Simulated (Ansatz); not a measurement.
# FeNi (Tetrataenite): the cost of one run

Program: the Python package of Ansatz 0.2.0. Level of theory: DFT r2SCAN, plane waves, PAW. These are calculated values, not measurements.

## (1) The structure

The structure is tetragonal, space group P4/mmm (No. 123). Conventional cell: a = 2.533 Å, b = 2.533 Å, c = 3.582 Å, α = 90.00°, β = 90.00°, γ = 90.00°. Around Fe (site symmetry 4/mmm) lie 8 Ni at 2.53 Å and 4 Fe at 2.53 Å. Ni (site symmetry 4/mmm) is surrounded by 8 Fe at 2.53 Å and 4 Ni at 2.53 Å.

No structure file is read: the coordinates are typed or built in the script.

## (2) The code

Input file orders.py:

```python
"""Ferro, antiferro and non-magnetic states of FeNi."""

import ansatz as az
import numpy as np
import pandas as pd


def count_gap(report):
    # lowest empty less highest filled band, counting bands; zero where they overlap
    return max(report.get("gap_by_band_count_ev") or 0.0, 0.0)

CELL = [
    (2.533, 0.0, 0.0),
    (0.0, 2.533, 0.0),
    (0.0, 0.0, 3.582),
]
ATOMS = [
    ("Fe", (0.0, 0.0, 0.0)),
    ("Ni", (0.5, 0.5, 0.5)),
]


def ordered(moments):
    crystal = az.Crystal(lattice=az.Lattice.of(CELL))
    for (symbol, position), moment in zip(ATOMS, moments):
        crystal = crystal.atom(symbol, position, moment=moment or None)
    return crystal


def main() -> None:
    # starting moments in muB, one an atom
    orders = {
        "FM": [3.5, 1.5],
        "AFM": [3.5, -1.5],
    }

    rows = []
    for label, moments in orders.items():
        calc = (
            ordered(moments).calculation()
            .occupations("fermi_dirac")
            .kpoints(15, 15, 11)
            .functional(az.Functional.R2SCAN)
            .spin("collinear")
            .band_table()
        )
        rep = calc.run(threads=1).report
        rows.append((label, rep["free_energy_ev"], rep["magnetization_mub"], rep["absolute_magnetization_mub"], max(abs(m) for m in rep["site_moments_mub"]), count_gap(rep)))
        print(label, "site moments:", [round(m, 2) for m in rep["site_moments_mub"]])

    # the same cell with no spin polarisation
    plain = ordered([0] * len(ATOMS)).calculation()
    plain = plain.occupations("fermi_dirac")
    plain = plain.kpoints(15, 15, 11)
    plain = plain.functional(az.Functional.R2SCAN)
    plain = plain.band_table()
    rep = plain.run(threads=1).report
    rows.append(("NM", rep["free_energy_ev"], 0.0, 0.0, 0.0, count_gap(rep)))

    lowest = min(row[1] for row in rows)
    rows = [(row[0], 1000 * (row[1] - lowest) / 2, *row[2:]) for row in sorted(rows, key=lambda row: row[1])]
    print(pd.DataFrame(rows, columns=["order", "meV/magnetic atom", "net muB", "absolute muB", "largest site muB", "gap by band count eV"]).round(4).to_string(index=False))
    print("lowest of these starts:", rows[0][0])


if __name__ == "__main__":
    main()
```

## (3) The input behind the calls

The package turns the script's settings into the engine's input (first run):

```yaml
crystal:
  lattice:
    - [2.533, 0.0, 0.0]
    - [0.0, 2.533, 0.0]
    - [0.0, 0.0, 3.582]
  atoms:
    - { symbol: Fe, position: [0.0, 0.0, 0.0], spin: 3.5 }
    - { symbol: Ni, position: [0.5, 0.5, 0.5], spin: 1.5 }
kpoints:
  mp_grid:
    grid: [15, 15, 11]
hamiltonian:
  xc: r2scan
magnetization:
  spin_polarized: true
scf:
  occupations:
    method: fermi_dirac
output:
  eigenvalues: true
```

## (4) Launch

Command:

```bash
$ python orders.py
```

**Question.** How long does this script take on 1 thread of Arm Neoverse V2, shared host, and how much memory does it need?

About 2.2 min, with a peak of 0.65 GiB.
